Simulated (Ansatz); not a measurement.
**H4OSSn (SMILES O[S][SnH3]): single points off equilibrium**

How do the functionals fare away from a minimum? The structure is a structure displaced at random from a GFN2-xTB minimum.

Method: single points in def2-TZVPP; program: Ansatz 0.2.0, Gaussian basis.

Correlated methods freeze the cores. Filled d shells of the heavier atoms are correlated. Core potentials replace the inner electrons past krypton, and spin-orbit coupling is left out.

### 1 The starting structure

7 atoms, charge 0, spin multiplicity 1.

Atoms are counted from 1 here; the program's logs count them from 0.

Bond lengths: O1–S2 1.693 Å, O1–H4 0.974 Å, S2–Sn3 2.437 Å, Sn3–H5 1.620 Å, Sn3–H6 1.775 Å, Sn3–H7 1.703 Å. Angles: S2–O1–H4 104.9°, O1–S2–Sn3 100.7°, S2–Sn3–H5 110.7°, S2–Sn3–H6 109.2°, S2–Sn3–H7 111.1°, H5–Sn3–H6 111.4°, H5–Sn3–H7 108.3°, H6–Sn3–H7 106.1°.

Coordinates:

```
atom    x (Å)    y (Å)    z (Å)
  O1  -1.2362  -1.4674   0.9871
  S2  -1.5890  -0.2298  -0.1124
 Sn3   0.6043   0.8060  -0.3495
  H4  -1.1832  -2.2755   0.4453
  H5   0.5398   2.0506  -1.3847
  H6   1.1822   1.3222   1.2478
  H7   1.7513  -0.3122  -0.9273
```

### 2 CCSD(T)/def2-TZVPP

File run/in.yaml:

```yaml
crystal:
  periodic: [false, false, false]
  atoms:
    - {symbol: O, position_ang: [-1.236200, -1.467400, 0.987100]}
    - {symbol: S, position_ang: [-1.589000, -0.229800, -0.112400]}
    - {symbol: Sn, position_ang: [0.604300, 0.806000, -0.349500]}
    - {symbol: H, position_ang: [-1.183200, -2.275500, 0.445300]}
    - {symbol: H, position_ang: [0.539800, 2.050600, -1.384700]}
    - {symbol: H, position_ang: [1.182200, 1.322200, 1.247800]}
    - {symbol: H, position_ang: [1.751300, -0.312200, -0.927300]}
basis:
  gaussian: {orbitals: def2-TZVPP}
correlation: {method: ccsd_t}
output: {forces: true}
```

The command line of these runs was not kept.

### 3 PBE0-D4/def2-TZVPP

run/in.yaml: that of step 2 with these lines changed.

```diff
@@ -12,3 +12,3 @@
   gaussian: {orbitals: def2-TZVPP}
-correlation: {method: ccsd_t}
-output: {forces: true}
+hamiltonian: {xc: pbe0, dispersion: d4}
+output: {forces: true, orbitals: {seedname: orbitals}}
```

### 4 wB97M-V/def2-TZVPP

run/in.yaml: that of step 3 with these lines changed.

```diff
@@ -12,3 +12,3 @@
   gaussian: {orbitals: def2-TZVPP}
-hamiltonian: {xc: pbe0, dispersion: d4}
-output: {forces: true, orbitals: {seedname: orbitals}}
+hamiltonian: {xc: {name: wB97M-V}}
+output: {forces: true}
```

### 5 r2SCAN-D4/def2-TZVPP

run/in.yaml: that of step 4 with these lines changed.

```diff
@@ -12,3 +12,3 @@
   gaussian: {orbitals: def2-TZVPP}
-hamiltonian: {xc: {name: wB97M-V}}
+hamiltonian: {xc: r2scan, dispersion: d4}
 output: {forces: true}
```

### 6 PBE-D4/def2-TZVPP

run/in.yaml: that of step 5 with these lines changed.

```diff
@@ -12,3 +12,3 @@
   gaussian: {orbitals: def2-TZVPP}
-hamiltonian: {xc: r2scan, dispersion: d4}
+hamiltonian: {xc: pbe, dispersion: d4}
 output: {forces: true}
```

### 7 revPBE-D4/def2-TZVPP

run/in.yaml: that of step 6 with these lines changed.

```diff
@@ -12,3 +12,3 @@
   gaussian: {orbitals: def2-TZVPP}
-hamiltonian: {xc: pbe, dispersion: d4}
+hamiltonian: {xc: {name: revPBE}, dispersion: d4}
 output: {forces: true}
```

### 8 SPW92/def2-TZVPP

run/in.yaml: that of step 7 with these lines changed.

```diff
@@ -12,3 +12,3 @@
   gaussian: {orbitals: def2-TZVPP}
-hamiltonian: {xc: {name: revPBE}, dispersion: d4}
+hamiltonian: {xc: lda}
 output: {forces: true}
```

(Steps that only read results are left out.)

**Question.** What will these runs give? Wanted: energy less free atoms, CCSD(T)/def2-TZVPP; RMS force component; RMS force error; HOMO and LUMO, PBE0-D4; T1 diagnostic.

As calculated:

| quantity | value |
| --- | --- |
| energy less free atoms, CCSD(T)/def2-TZVPP | -1726.4 kJ/mol |
| RMS force component | 0.561 to 0.609 eV/Å over the methods |
| RMS force error | PBE0-D4 0.161, wB97M-V 0.105, r2SCAN-D4 0.084, PBE-D4 0.214, revPBE-D4 0.238, SPW92 0.280 eV/Å |
| HOMO and LUMO, PBE0-D4 | -6.98 and -1.07 eV |
| T1 diagnostic | 0.014 |

In words: Against CCSD(T) the functionals' energies less atoms differ by -375.8 to -21.5 kJ/mol, PBE-D4 by -75.0 kJ/mol. CCSD(T) in triple zeta still lacks some correlation energy of the bonds, so part of these gaps is its own basis error and they don't rank the functionals. For forces r2SCAN-D4 does best and SPW92 worst. Frozen-core CCSD(T) forces in triple zeta carry basis errors of their own, and this is one geometry, so small gaps rank nothing.
